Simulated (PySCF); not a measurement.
# A diatomic session: NaCa

What are the lowest state that PBE0 finds, the bond length, vibrational wavenumber and bond energy of NaCa, and how much do these hang on the method?

The runs use PySCF 2.14.0; Na def2-SVPD, Ca def2-SVPD, no relativity.

### 1 Input

A driver script around PySCF takes these settings:

```
atoms                         : Na, Ca
charge                        : 0
basis                         : Na def2-SVPD, Ca def2-SVPD
Hamiltonian                   : no relativity
basis functions               : 45
electrons treated             : 31
masses in u                   : 22.9898, 39.9626
levels                        : PBE0, PBE, r²SCAN, TPSS, MN15, r²SCAN0, HSE06, HF, MP2, SCS-MP2, CCSD, CCSD(T)
grid                          : 80 radial by 434 angular points
occupations                   : held fixed by the projection of orbital angular momentum
dissociation limit            : Na + Ca, each in its ground configuration
starting distance in angstrom : 3.165
values of 2S to try           : 1, 3
```

On the command line:

```sh
$ OMP_NUM_THREADS=1 python dia.py task.json out
```

The runs that follow: PBE0 along the bond; Higher solutions at PBE0; PBE (GGA); r²SCAN; TPSS (meta-GGA); MN15; r²SCAN0 (hybrid meta-GGA); HSE06; ROHF; MP2 and coupled cluster.

What does the calculation give? Wanted: for each run, Re; ωe; De; μ.

**Answer**, as computed:

Lowest PBE0 solution found, without spin–orbit coupling: ²Σ⁺ (doublet), unpaired electrons σ ↑. State 3 has its PBE0 minimum 1.61 eV higher. State 4 has its PBE0 minimum 1.71 eV higher. The other levels ran on the lowest alone.

```csv
level,Re (Å),ωe (cm⁻¹),De (eV),μ (D)
ROHF-MP2,3.981,69.4,0.114,n/a
ROHF-SCS-MP2,3.987,67.5,0.101,n/a
ROHF-CCSD,3.843,91.6,0.172,n/a
ROHF-CCSD(T),3.821,95.6,0.194,n/a
PBE,3.659,114.4,0.357,-0.86
TPSS,3.692,117.5,0.416,-1.22
r²SCAN,3.708,114.8,0.394,-1.36
PBE0,3.692,112.1,0.315,-1.18
r²SCAN0,3.714,112.6,0.368,-1.46
HSE06,3.694,111.0,0.314,-1.10
MN15,3.775,79.7,0.240,-0.80
```

De is counted to Na + Ca in their ground configurations. A positive dipole means Na(−)Ca(+). No constants: ROHF (no minimum is bracketed among the points kept).

**Reading.** Bond lengths run from 3.659 Å (PBE) to 3.987 Å (ROHF-SCS-MP2). CCSD(T) can't serve as the judge here: for a weak bond in this basis it is far from its limit. Of the levels with a De here, ROHF-SCS-MP2 gives the least (0.101 eV) and TPSS the most (0.416 eV).

Correlated steps freeze 6 core orbitals.
